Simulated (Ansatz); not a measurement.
The system is NiMoIrPdW.

```
CELL_PARAMETERS angstrom
-1.37004 1.37004 9.71647
1.37004 -1.37004 9.71647
1.37004 1.37004 -9.71647
ATOMIC_POSITIONS crystal
Ni 0.19862 0.19862 0.00000
Mo 0.60922 0.60922 0.00000
Pd 0.79310 0.79310 0.00000
Ir 0.39944 0.39944 0.00000
W 0.99565 0.99565 0.00000
```

The cell was built by a generator and needn't be a form met in nature.

Base run:

```yaml
Program: Ansatz 0.2.0
Functional: LDA
Potentials_or_basis: Ansatz PAW
Cutoff: 420 eV
Density_cutoff: 1680 eV
k_mesh: 13 × 13 × 13
Occupations: fermi-dirac, width 0.05 eV
Spin: collinear spin, ferromagnetic start
Starting_moments: "[1.0, 1.0, 0.0, 0.6, 0.0] μB"
```

Its results: band gap on the k mesh none (metal or under the smearing width); pressure -14.7 GPa; net moment 0.00 μB per cell; largest force 0.264 eV/Å.

The run is repeated on the same cell with these changes: functional from LDA to BLYP. What comes out?

Band gap on the k mesh none (metal or under the smearing width); pressure 11.2 GPa; net moment 0.00 μB per cell; largest force 0.213 eV/Å.

BLYP binds less tightly than LDA, so the same cell stands under more pressure.

Caveats: the PAW data sets come from PBE, with cores solved anew for the run's functional, which leaves a small shift of forces and pressure; the potentials were made for another functional, which shifts forces and pressure (some runs).

Not every run made on this cell is shown here.
